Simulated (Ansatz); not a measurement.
# RbMnSe2: magnetism under pressure and tension, part 3 of 3

Aim: scale the cell of RbMnSe2 and follow its moments, with and without spin polarisation. Methods of the runs shown: LAPW. Companion runs by PAW are cited. Its runs: free moments (LAPW); volume scaled by 0.8 (LAPW); volume scaled by 0.9 (LAPW); volume scaled by 0.9, no spin polarisation (LAPW); volume scaled by 0.95 (LAPW).

Ansatz 0.2.0; DFT PBEsol; a Materials Project cell. Earlier steps stand in the parts before.

**5. Volume scaled by 0.9, no spin polarisation, LAPW**

input.yaml

```yaml
crystal:
  lattice:
    - [-1.9520158174, 1.9520158174, 6.8231868582]
    - [1.9520158174, -1.9520158174, 6.8231868582]
    - [1.9520158174, 1.9520158174, -6.8231868582]
  atoms:
    - { symbol: Rb, position: [0.0, 0.0, 0.0] }
    - { symbol: Mn, position: [0.25, 0.75, 0.5] }
    - { symbol: Se, position: [0.652579, 0.652579, 0.0] }
    - { symbol: Se, position: [0.347421, 0.347421, 0.0] }
kpoints:
  mp_grid: { grid: [10, 10, 10] }
scf:
  occupations: { method: fermi_dirac, width: 0.05 }
hamiltonian:
  xc: pbesol
  pseudopotentials: { kind: all_electron, lapw: { basis_error: 0.001 } }
output:
  forces: true
  stress: true
  eigenvalues: false
```

Started as:

```console
ansatz run input.yaml --threads 2 --pin off --max-ram 6144MiB --backend cpu --events-out ev --progress --plain --runs-dir out
```

Log (excerpt; [...] marks lines left out):

```text
settings of this run that can trade accuracy for cost: output.eigenvalues: false. Do not mix this run's numbers with those of runs without the same settings; the input reference describes each key
[...]
  atom   3  Se    -0.00000000    -0.00000000     1.32310225
  atom   4  Se     0.00000000     0.00000000    -1.32310225
[...]
--- Stress (GPa, compression-positive) ---
       -4.087076      -0.000000      -0.000000
       -0.000000      -4.087076      -0.000000
       -0.000000      -0.000000      -5.334754
  P = ⅓ Tr σ = -4.5030 GPa (-45.030 kbar)
settings of this run that can trade accuracy for cost: output.eigenvalues: false. Do not mix this run's numbers with those of runs without the same settings; the input reference describes each key
```

Wall time 1.9 min (2 threads of Intel Xeon Platinum 8259CL at 2.50GHz (Skylake/Cascade Lake), shared host); peak memory 1.2 GiB.

Result: pressure -4.50 GPa.

**6. Volume scaled by 0.95, LAPW**

input.yaml

```yaml
crystal:
  lattice:
    - [-1.9875147685, 1.9875147685, 6.9472719064]
    - [1.9875147685, -1.9875147685, 6.9472719064]
    - [1.9875147685, 1.9875147685, -6.9472719064]
  atoms:
    - { symbol: Rb, position: [0.0, 0.0, 0.0] }
    - { symbol: Mn, position: [0.25, 0.75, 0.5], spin: 4.0 }
    - { symbol: Se, position: [0.652579, 0.652579, 0.0] }
    - { symbol: Se, position: [0.347421, 0.347421, 0.0] }
magnetization:
  spin_polarized: true
kpoints:
  mp_grid: { grid: [10, 10, 10] }
scf:
  occupations: { method: fermi_dirac, width: 0.05 }
hamiltonian:
  xc: pbesol
  pseudopotentials: { kind: all_electron, lapw: { basis_error: 0.001 } }
output:
  forces: true
  stress: true
  eigenvalues: false
  populations: true
```

Started as:

```console
ansatz run input.yaml --threads 2 --pin off --max-ram 6144MiB --backend cpu --events-out ev --progress --plain --runs-dir out
```

Log:

```text
settings of this run that can trade accuracy for cost: output.eigenvalues: false. Do not mix this run's numbers with those of runs without the same settings; the input reference describes each key
Rb: projections on atomic orbitals take those of the free atom 1s2 2s2 2p6 3s2 3p6 3d10 4s2 4p6 5s1, of charge +0.00 (hamiltonian.pseudopotentials.projection_atoms)
Mn: projections on atomic orbitals take those of the free atom 1s2 2s2 2p6 3s2 3p6 3d5 4s2, of charge +0.00 (hamiltonian.pseudopotentials.projection_atoms)
Se: projections on atomic orbitals take those of the free atom 1s2 2s2 2p6 3s2 3p6 3d10 4s2 4p4, of charge +0.00 (hamiltonian.pseudopotentials.projection_atoms)
LAPW: plane waves up to 9.178 Å⁻¹, error target 1.0e-3 eV per atom; small_component_spin mean_spin; Mn in spheres of 1.212 Å, 15 of its electrons in bands, Dirac shells []; Se in spheres of 1.193 Å, 24 of its electrons in bands, Dirac shells []; Rb in spheres of 1.212 Å, 27 of its electrons in bands, Dirac shells []
Engine: ansatz 0.2.0
Pseudopotentials: kind: all_electron
Pseudopotential: Rb, LAPW, valence charge 27, Koelling and Harmon's equation, gaussian nucleus
Pseudopotential: Mn, LAPW, valence charge 15, Koelling and Harmon's equation, gaussian nucleus
Pseudopotential: Se, LAPW, valence charge 24, Koelling and Harmon's equation, gaussian nucleus
Functional definition: PBEsol
  exchange = pbesol_x
  correlation = pbesol_c
Crystal: 4 atoms, lattice volume = 109.773 Å³
Basis set: ecut = 320.9633664035637 eV, 1405 PW (Γ), FFT grids on a1+a3, a2+a3, a3, exchange–correlation at level 2
Bands: 57, of which v1, the nominal top of the filled ones, is band 45 counted from 1 (44 counted from 0)
Symmetry: 8 space group operations
Space group: I-4m2 (ITA 119), of the structure as read, at distance tolerance 4.8e-5 Å
Magnetic group: BNS 119.315 (UNI 975), of the structure as read, at distance tolerance 4.8e-5 Å
k-points: 102 of 1000 (time reversal used)
Non-local potential: Rb, projectors of the file, none
Non-local potential: Mn, projectors of the file, none
Non-local potential: Se, projectors of the file, none
Initial density: superposition of atomic densities (chi_scale 0.1, normalization cell, long waves kept (reshape's long-wave potential 0.20 eV rms))
Starting moments: Σ|m| = 4 μB on 1 of 4 sites
Initial wavefunctions: plane waves of lowest kinetic energy (no species holds an atomic orbital)
Functional: x = pbesol(κ = 0.804, μ = 0.12345679012345678), c = pbesol(β = 0.046)
iter 1 solved again at ethr=8.48e-4 eV; its pass at ethr=1.00e-1 eV (dr2=7.63e-1 eV) is discarded
SCF iter   1: F=—  HF=-244734.600951 eV  |F-HF|=—  |Δ(HF+E_count)|=         —  Δρ=1.13e-2 (↑7.25e-3 ↓1.13e-2)  dr2=7.66e-1  dr2_m=7.74e-3  M=4.000 μB ∫|m|=4.119 μB  β_m=0.30  ethr=8.48e-4  ⟨swp⟩=2.1  Hψ=71284  notcnv=0
Mixer restart at iter 1: flushing history
preconditioner: auto → Kerker (q_TF=auto, 2.639 Å⁻¹)  [metal: Δε(μ)=0.017 eV  Ē_g=11.274 eV  σ=0.050 eV  W_gap=0.09  n_scr=32 (ndim 8)  ℏωp=18.1 eV  f_vac=0.115  D(μ)=2.02/eV (n_scr^D=12)]
spin=Collinear: Kerker preconditioning applied to the charge; magnetization (m = ρ↑ − ρ↓) channel mixes plain (no charge-response kernel on spin).
SCF iter   2: F=—  HF=-244734.550364 eV  |F-HF|=—  |Δ(HF+E_count)|=   5.06e-2  Δρ=9.20e-3 (↑6.11e-3 ↓9.20e-3)  dr2=5.67e-1  dr2_m=4.42e-3  M=4.000 μB ∫|m|=4.129 μB  β_m=0.65  ethr=8.48e-4  ⟨swp⟩=2.0  Hψ=34220  notcnv=0
SCF iter   3: F=—  HF=-244734.444898 eV  |F-HF|=—  |Δ(HF+E_count)|=   1.05e-1  Δρ=2.81e-3 (↑2.78e-3 ↓2.81e-3)  dr2=1.50e-1  dr2_m=6.88e-5  M=4.000 μB ∫|m|=4.166 μB  β_m=0.58  ethr=6.30e-4  ⟨swp⟩=2.7  Hψ=34581  notcnv=0
SCF iter   4: F=—  HF=-244734.426031 eV  |F-HF|=—  |Δ(HF+E_count)|=   1.89e-2  Δρ=1.80e-3 (↑1.77e-3 ↓1.80e-3)  dr2=6.35e-2  dr2_m=4.18e-5  M=4.000 μB ∫|m|=4.179 μB  β_m=0.70  ethr=1.67e-4  ⟨swp⟩=2.0  Hψ=34141  notcnv=0
SCF iter   5: F=—  HF=-244734.414093 eV  |F-HF|=—  |Δ(HF+E_count)|=   1.19e-2  Δρ=8.68e-4 (↑8.31e-4 ↓8.68e-4)  dr2=1.75e-2  dr2_m=9.89e-6  M=4.000 μB ∫|m|=4.189 μB  β_m=0.73  ethr=7.05e-5  ⟨swp⟩=2.0  Hψ=33958  notcnv=0  defer=2
SCF iter   6: F=—  HF=-244734.411343 eV  |F-HF|=—  |Δ(HF+E_count)|=         —  Δρ=5.46e-4 (↑4.96e-4 ↓5.46e-4)  dr2=5.63e-3  dr2_m=4.82e-6  M=4.000 μB ∫|m|=4.193 μB  β_m=0.75  ethr=1.94e-5  ⟨swp⟩=2.0  Hψ=32088  notcnv=0
the basis was enlarged: its passes take 469.4 KiB over the memory plan, 2 of 2 planned eigensolver slots
SCF iter   7: F=—  HF=-244734.410101 eV  |F-HF|=—  |Δ(HF+E_count)|=   1.24e-3  Δρ=2.42e-4 (↑2.35e-4 ↓2.42e-4)  dr2=1.26e-3  dr2_m=9.76e-7  M=4.000 μB ∫|m|=4.195 μB  β_m=0.85  ethr=6.26e-6  ⟨swp⟩=2.0  Hψ=32148  notcnv=0
SCF iter   8: F=—  HF=-244734.409894 eV  |F-HF|=—  |Δ(HF+E_count)|=   2.07e-4  Δρ=1.26e-4 (↑1.21e-4 ↓1.26e-4)  dr2=2.23e-4  dr2_m=1.40e-7  M=4.000 μB ∫|m|=4.195 μB  β_m=0.78  ethr=1.40e-6  ⟨swp⟩=2.2  Hψ=32028  notcnv=0
SCF iter   9: F=—  HF=-244734.409850 eV  |F-HF|=—  |Δ(HF+E_count)|=   4.40e-5  Δρ=9.10e-5 (↑8.01e-5 ↓9.10e-5)  dr2=8.62e-5  dr2_m=1.58e-7  M=4.000 μB ∫|m|=4.195 μB  β_m=0.89  ethr=2.48e-7  ⟨swp⟩=2.0  Hψ=31941  notcnv=0
iter 10 solved again at ethr=6.85e-9 eV; its pass at ethr=9.57e-8 eV (dr2=6.16e-6 eV) is discarded
SCF iter  10: F=—  HF=-244734.409878 eV  |F-HF|=—  |Δ(HF+E_count)|=   2.84e-5  Δρ=2.60e-5 (↑2.44e-5 ↓2.60e-5)  dr2=6.15e-6  dr2_m=1.49e-8  M=4.000 μB ∫|m|=4.196 μB  β_m=0.94  ethr=6.85e-9  ⟨swp⟩=2.0  Hψ=56529  notcnv=0
SCF iter  11: F=—  HF=-244734.409880 eV  |F-HF|=—  |Δ(HF+E_count)|=   1.56e-6  Δρ=1.13e-5 (↑1.11e-5 ↓1.13e-5)  dr2=1.48e-6  dr2_m=1.20e-9  M=4.000 μB ∫|m|=4.196 μB  β_m=0.97  ethr=6.84e-9  ⟨swp⟩=2.7  Hψ=32279  notcnv=0
SCF iter  12: F=—  HF=-244734.409880 eV  |F-HF|=—  |Δ(HF+E_count)|=   4.67e-8  Δρ=3.81e-6 (↑3.81e-6 ↓3.70e-6)  dr2=1.57e-7  dr2_m=1.63e-10  M=4.000 μB ∫|m|=4.196 μB  β_m=0.99  ethr=1.64e-9  ⟨swp⟩=3.0  Hψ=33243  notcnv=0
SCF iter  13: F=-244734.409880 eV  HF=-244734.409880 eV  |F-HF|=4.07e-9  |Δ(HF+E_count)|=   5.36e-8  Δρ=1.40e-6 (↑1.37e-6 ↓1.40e-6)  dr2=1.98e-8  dr2_m=1.51e-11  M=4.000 μB ∫|m|=4.196 μB  ethr=1.74e-10  ⟨swp⟩=2.7  Hψ=32142  notcnv=0
SCF 1 converged in 13 iterations: F = -244734.409880 eV  dr2 = 1.98e-8
SCF converged after 13 iterations
Magnetization: 4.0000 μB (47.0000 up, 43.0000 down)
Absolute magnetization: 4.1959 μB (∫|ρ↑−ρ↓|)
Spin contamination: 0.2023 ħ² per cell (⟨S²⟩ above its minimum at these occupations)
Per-site moments (μB) at R_I (Å): [(0.007249353864203556, 1.2115586228732023), (3.6730956166764965, 1.2115586228732023), (-0.03611236650927907, 1.193124899370883), (-0.03611236650927907, 1.193124899370883)]
Free energy (F): -244734.409880 eV
Harris-Foulkes:  -244734.409880 eV  (|F-HF|=4.07e-9)
Internal energy: -244734.394993 eV  (E = F + TS)
E sigma→0 (E₀):  -244734.402437 eV
Entropy (-TS):   -0.014886 eV (-3.722 meV/atom)
Fermi energy:    7.669146 eV
--- Per-component energies (eV) ---
  E_band       = -6374.579692
  E_kinetic    = 250520.341701
  E_xc         = -8787.588788
  E_electrostatic = -486467.147906  (all electrons and nuclei)
  E_smearing   = -0.014886  (= −TS)
  E_closure    = 0.000000  (closes the sum)
  E_atoms      = -244713.169189  (free atoms, spherical and without spin; not in F)
  Σ components = -244734.409880   (vs F -244734.409880, Δ=0.00e0)
  Basis errors (estimates in eV, not in F): energy 4.5e-4 per atom: plane waves 4.1e-4 (2.4e-4 summed), levels above the bands 2.3e-71, relativity 3.4e-8, radial functions 4.2e-5, core shells 4.0e-8; eigenvalues (radial functions only) 1.2e-5; not estimated: angular momenta, meshes, grids; target (lapw.basis_error) 1.0e-3; muffin-tin radii Mn 1.212 Å, Se 1.193 Å, Rb 1.212 Å
--- Forces (eV/Å), atoms counted from 1 ---
  atom   1  Rb     0.00000000     0.00000000     0.00000000
  atom   2  Mn    -0.00000000     0.00000000     0.00000000
  atom   3  Se    -0.00000000    -0.00000000    -0.01735580
  atom   4  Se     0.00000000     0.00000000     0.01735580
  max |Σ_I F_I| component: 7.59e-18 eV/Å
--- Stress (GPa, compression-positive) ---
       -0.590105       0.000000      -0.000000
        0.000000      -0.590105       0.000000
       -0.000000       0.000000      -0.591524
  P = ⅓ Tr σ = -0.5906 GPa (-5.906 kbar)
--- Löwdin populations: 4 sites ---
  site symbol       q [e]    m [muB]
     0     Rb     36.2898     0.0208
     1     Mn     24.0605     3.8906
     2     Se     34.7085    -0.0017
     3     Se     34.7085    -0.0017
  spilling = 0.001790 (of n_electrons = 130.000000)
settings of this run that can trade accuracy for cost: output.eigenvalues: false. Do not mix this run's numbers with those of runs without the same settings; the input reference describes each key
```

Wall time 5.1 min (2 threads of Intel Xeon Platinum 8259CL at 2.50GHz (Skylake/Cascade Lake), shared host); peak memory 1.8 GiB.

Result: total moment 4.00 μB; site moments Rb1 0.01, Mn2 3.67, Se3 -0.04, Se4 -0.04 μB; pressure -0.59 GPa.

**7. All runs together**

Rows by PAW come from runs of the same series that aren't printed here.

```
method  volume ×          start  largest site moment (μB)  total moment (μB)  pressure (GPa)  gain by magnetism (meV/atom)
  LAPW       0.8        moments                      3.18               3.76             8.5                             –
  LAPW       0.9        no spin                         –                  –            -4.5                             –
  LAPW       0.9        moments                      3.57               4.00             1.8                         200.1
  LAPW      0.95        moments                      3.67               4.00            -0.6                             –
  LAPW         1        moments                      3.77               4.00            -2.3                             –
   PAW      0.72        no spin                         –                  –            10.8                             –
   PAW      0.72        moments                      1.20               1.47            12.1                           9.5
   PAW       0.8        no spin                         –                  –             1.7                             –
   PAW       0.8        moments                      3.05               3.76             8.5                          77.7
   PAW      0.85        no spin                         –                  –            -1.9                             –
   PAW      0.85        moments                      3.31               3.99             5.0                         140.4
   PAW      0.85  small moments                      3.31               3.99             5.0                         140.4
   PAW       0.9        no spin                         –                  –            -4.5                             –
   PAW       0.9        moments                      3.43               4.00             1.8                         199.7
   PAW      0.95        no spin                         –                  –            -6.3                             –
   PAW      0.95        moments                      3.53               4.00            -0.6                         253.9
   PAW         1        no spin                         –                  –            -7.6                             –
   PAW         1        moments                      3.63               4.00            -2.3                         303.5
   PAW      1.05        no spin                         –                  –            -8.5                             –
   PAW      1.05        moments                      3.73               4.00            -3.6                         349.2
   PAW       1.1        no spin                         –                  –            -9.1                             –
   PAW       1.1        moments                      3.82               4.00            -4.6                         391.6
   PAW       1.1  small moments                      3.82               4.00            -4.6                         391.6
   PAW      1.18        no spin                         –                  –            -9.6                             –
   PAW      1.18        moments                      3.95               4.00            -5.5                         453.2
```

**8. Outcome**

What follows sums up all 3 parts.

| quantity | value |
| --- | --- |
| total moment at 0.72 (PAW) | 1.47 μB |
| total moment at 1 (PAW) | 4.00 μB |
| total moment at 1.18 (PAW) | 4.00 μB |

By PAW the total moment runs from 1.47 μB at 0.72 of the volume to 4.00 μB at 1.18. At the given cell magnetism adds +5.3 GPa to the pressure. Other magnetic orders may lie lower; this is the state that the run reached. With one magnetic atom in the cell only ferromagnetic order fits; the real order can differ. The k mesh (10×10×10) wasn't tested for convergence.
